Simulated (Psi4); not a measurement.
# InHCl2O (SMILES [OH][In]([Cl])[Cl]): CAM-B3LYP/def2-SVP (core potential)

What is the vertical ionisation energy of InHCl2O at CAM-B3LYP/def2-SVP (core potential)? 

The calculation is run with Psi4 1.11.

5 further runs of the same task are left out: 5 that didn't finish. Runs told in other sessions of the task aren't counted.

**1. Starting point**

The species is InHCl2O (5 atoms), meant as a singlet with charge 0. SMILES: `[OH][In]([Cl])[Cl]`. The shape is that of a PBE0-D4/def2-TZVP optimisation.

Bond lengths: O1–In2 1.961 Å, In2–Cl3 2.307 Å, In2–Cl4 2.290 Å, O1–H5 0.962 Å. Angles: O1–In2–Cl3 119.6°, O1–In2–Cl4 119.8°, Cl3–In2–Cl4 120.6°, In2–O1–H5 111.7°.

**2. The energy at CAM-B3LYP/def2-SVP (core potential)**

cl2hino.in

```
memory 2.2 GB

molecule {
  0 1
  O
  In 1 R2
  Cl 2 R3 1 A3
  Cl 2 R4 1 A4 3 D4
  H 1 R5 2 A5 4 D5

  R2 = 1.960742
  R3 = 2.306922
  A3 = 119.62907
  R4 = 2.290407
  A4 = 119.81129
  D4 = -179.95644
  R5 = 0.961872
  A5 = 111.73616
  D5 = 179.959
  symmetry c1
  no_reorient
  no_com
}

set basis def2-SVP
set reference rks
set puream true
set e_convergence 1e-09
set d_convergence 1e-08
set scf_type pk
set dft_radial_points 99
set dft_spherical_points 590

E, wfn = energy('cam-b3lyp', return_wfn=True)
oeprop(wfn, 'LOWDIN_CHARGES', 'MULLIKEN_CHARGES', 'QUADRUPOLE')
```

On the command line:

```console
$ psi4 -n 1 cl2hino.in cl2hino.out
```

cl2hino.out:

```text
[...]
    !!!  WARNING: ECP capability is in beta. Please check occupations closely.  !!!
[...]
  Running in c1 symmetry.
[...]
  Nuclear repulsion =  300.404537163060809
[...]
  Multiplicity = 1
[...]
  Nalpha       = 32
  Nbeta        = 32
[...]
    Number of basis functions: 81
[...]
   @RKS iter   1: -1185.83705870445533   -1.16689e+00   9.53916e-03 DIIS/ADIIS
[...]
   @RKS iter  12: -1186.09131759658749   -8.86757e-12   8.12894e-09 DIIS
[...]
    Orbital Energies [Eh]
    ---------------------
    Doubly Occupied:
       1A   -101.573431     2A   -101.571529     3A    -19.215897
       4A     -9.527744     5A     -9.525740     6A     -7.295686
       7A     -7.293475     8A     -7.289151     9A     -7.288573
      10A     -7.287237    11A     -7.286749    12A     -4.804641
      13A     -3.214574    14A     -3.208186    15A     -3.205081
      16A     -1.053742    17A     -0.929552    18A     -0.926182
      19A     -0.895377    20A     -0.892817    21A     -0.884523
      22A     -0.859773    23A     -0.849985    24A     -0.559255
      25A     -0.492130    26A     -0.432029    27A     -0.410282
      28A     -0.408371    29A     -0.386171    30A     -0.382588
      31A     -0.381594    32A     -0.380702
[...]
  @RKS Final Energy: -1186.09131759658749
   => Energetics <=
    Nuclear Repulsion Energy =            300.4045371630608088
    One-Electron Energy =               -2309.0370622960699620
    Two-Electron Energy =                 884.5682855337728370
    DFT Exchange-Correlation Energy =     -62.0270779973511068
    Empirical Dispersion Energy =           0.0000000000000000
    VV10 Nonlocal Energy =                  0.0000000000000000
    Total Energy =                      -1186.0913175965874871
[...]
 Multipole Moments:
 ------------------------------------------------------------------------------------
     Multipole            Electronic (a.u.)      Nuclear  (a.u.)        Total (a.u.)
 ------------------------------------------------------------------------------------
 L = 1.  Multiply by 2.5417464519 to convert [e a0] to [Debye]
 Dipole X            :          0.0168266           -0.0151847            0.0016419
 Dipole Y            :          0.8857596           -1.3496235           -0.4638639
 Dipole Z            :        -11.9957391           11.6341769           -0.3615622
 Magnitude           :                                                    0.5881323
 L = 2.  Multiply by 1.3450342976 to convert [e a0^2] to [Debye ang]
 Quadrupole XX       :        -37.3206626            0.0001153          -37.3205473
 Quadrupole XY       :          0.1880575           -0.1877992            0.0002583
[...]
  Mulliken Charges: (a.u.)
   Center  Symbol    Alpha    Beta     Spin     Total
       1     O     4.22683  4.22683  0.00000 -0.45367
       2    IN    10.13987 10.13987  0.00000  0.72025
       3    CL     8.62002  8.62002  0.00000 -0.24004
       4    CL     8.61134  8.61134  0.00000 -0.22269
       5     H     0.40193  0.40193  0.00000  0.19614
   Total alpha = 32.00000, Total beta = 32.00000, Total charge = -0.00000
  Lowdin Charges: (a.u.)
   Center  Symbol    Alpha    Beta     Spin     Total
       1     O     4.12709  4.12709  0.00000 -0.25419
[...]
```

Wall time 21 s (1 thread of Intel Xeon Platinum 8175M at 2.50GHz (Skylake/Cascade Lake), shared host); peak memory 0.79 GiB.

**3. The doublet cation: energy and gradient at UCAM-B3LYP/def2-SVP (core potential)**

job.py

```python
import psi4

psi4.set_memory(2200000000)
psi4.set_num_threads(1)
psi4.set_output_file('cl2hino.out', False)

geom = psi4.geometry("""
1 2
O     -0.65724675     2.85386439    -0.25927042
In    -0.16610693    -0.81806244    -0.19048439
Cl     3.25524222    -2.49557232     1.92733167
Cl    -2.98690111    -3.40453059    -2.21211340
H      0.64930990     3.72502814     0.65611291
units bohr
symmetry c1
no_reorient
no_com
""")

options = {'reference': 'uks', 'puream': True, 'e_convergence': 1e-09, 'd_convergence': 1e-08, 'scf_type': 'pk', 'dft_radial_points': 99, 'dft_spherical_points': 590, 'maxiter': 100}
psi4.set_options(options)

e, wfn = psi4.gradient("cam-b3lyp/def2-SVP", return_wfn=True)
psi4.oeprop(wfn, "WIBERG_LOWDIN_INDICES", "DIPOLE", "MAYER_INDICES", title="CAM-B3LYP")
print('gradient / Eh bohr^-1')
print(e.np.round(6))
print(f'energy = {wfn.energy():.10f} Eh')
for k, v in sorted(psi4.core.scalar_variables().items()):
    print(f'{k:45s} {v:18.10f}')
```

On the command line:

```console
$ python job.py
```

cl2hino.out, shortened:

```text
[...]
    !!!  WARNING: ECP capability is in beta. Please check occupations closely.  !!!
[...]
  Running in c1 symmetry.
[...]
  Nuclear repulsion =  300.404504918511520
[...]
  Multiplicity = 2
[...]
  Nalpha       = 32
  Nbeta        = 31
[...]
    Number of basis functions: 81
[...]
   @UKS iter   1: -1185.43776298736907   -7.95795e-01   8.84589e-03 DIIS/ADIIS
[...]
   @UKS iter  51: -1185.66558692381386   -8.91305e-11   6.58812e-09 DIIS
[...]
   @S^2 Observed:                7.645956715E-01
[...]
  @UKS Final Energy: -1185.66558692381386
   => Energetics <=
    Nuclear Repulsion Energy =            300.4045049185115204
    One-Electron Energy =               -2293.6782810873546623
    Two-Electron Energy =                 869.3999993346135398
    DFT Exchange-Correlation Energy =     -61.7918100895841675
    Empirical Dispersion Energy =           0.0000000000000000
    VV10 Nonlocal Energy =                  0.0000000000000000
    Total Energy =                      -1185.6655869238138621
  UHF NO Occupations:
  HONO-2 :   30  A 1.9996821
  HONO-1 :   31  A 1.9933075
[...]
  -Total Gradient:
     Atom            X                  Y                   Z
    ------   -----------------  -----------------  -----------------
       1        0.003613865081     0.013935041071     0.003313433329
       2        0.010194095496    -0.039785324664     0.003921988453
       3       -0.018238325286     0.016972513245    -0.010738859637
       4        0.009584955397     0.017236539562     0.007451054278
       5       -0.005155755458    -0.008358182946    -0.003947956067
[...]
 Multipole Moments:
 ------------------------------------------------------------------------------------
     Multipole            Electronic (a.u.)      Nuclear  (a.u.)        Total (a.u.)
 ------------------------------------------------------------------------------------
 L = 1.  Multiply by 2.5417464519 to convert [e a0] to [Debye]
 Dipole X            :          4.0987518           -3.5351108            0.5636410
 Dipole Y            :         89.2449125          -90.9251174           -1.6802050
 Dipole Z            :         10.4870134          -10.2595120            0.2275014
 Magnitude           :                                                    1.7867671
[...]
```

Standard output:

```text
gradient / Eh bohr^-1
[[ 0.003614  0.013935  0.003313]
 [ 0.010194 -0.039785  0.003922]
 [-0.018238  0.016973 -0.010739]
 [ 0.009585  0.017237  0.007451]
 [-0.005156 -0.008358 -0.003948]]
energy = -1185.6655869238 Eh
CURRENT ENERGY                                  -1185.6655869238
CURRENT REFERENCE ENERGY                        -1185.6655869238
DD SOLVATION ENERGY                                 0.0000000000
DFT FUNCTIONAL TOTAL ENERGY                     -1185.6655869238
DFT TOTAL ENERGY                                -1185.6655869238
DFT VV10 ENERGY                                     0.0000000000
DFT XC ENERGY                                     -61.7918100896
GRID ELECTRONS ALPHA                               32.0000003645
GRID ELECTRONS BETA                                31.0000005030
GRID ELECTRONS TOTAL                               63.0000008675
NUCLEAR REPULSION ENERGY                          300.4045049185
ONE-ELECTRON ENERGY                             -2293.6782810874
PCM POLARIZATION ENERGY                             0.0000000000
PE ENERGY                                           0.0000000000
SCF ITERATION ENERGY                            -1185.6655869238
SCF ITERATIONS                                     51.0000000000
SCF TOTAL ENERGY                                -1185.6655869238
TWO-ELECTRON ENERGY                               869.3999993346
XC GRID RADIAL POINTS                              99.0000000000
XC GRID SPHERICAL POINTS                          590.0000000000
XC GRID TOTAL POINTS                           277186.0000000000
```

Wall time 1.9 min (1 thread of Intel Xeon Platinum 8175M at 2.50GHz (Skylake/Cascade Lake), shared host); peak memory 0.79 GiB.

**4. Outcome**

Level: CAM-B3LYP/def2-SVP (core potential).

```
                                          quantity           value
                     singlet InHCl2O: total energy  -1186.09132 Eh
                    singlet InHCl2O: dipole moment          1.49 D
                      singlet InHCl2O: HOMO energy       -10.36 eV
                      singlet InHCl2O: LUMO energy        -1.33 eV
                    singlet InHCl2O: HOMO–LUMO gap         9.03 eV
                      doublet cation: total energy  -1185.66559 Eh
doublet cation: HOMO energy (highest over α and β)       -15.41 eV
 doublet cation: LUMO energy (lowest over α and β)       -12.75 eV
                              doublet cation: ⟨S²⟩           0.765
          doublet cation: largest force on an atom      2.122 eV/Å
vertical ionisation energy (to the doublet cation)       11.585 eV
```

In words: Removing an electron at fixed nuclei costs 11.58 eV (267 kcal/mol). The negative HOMO energy of the first species, 10.36 eV, lies 1.23 eV below that difference. With no_com the log's rotational constants are taken about the origin, not the centre of mass, so they aren't the molecule's. Mulliken charges (singlet InHCl2O) run from -0.45 on O1 to +0.72 on In2; they depend strongly on the basis.
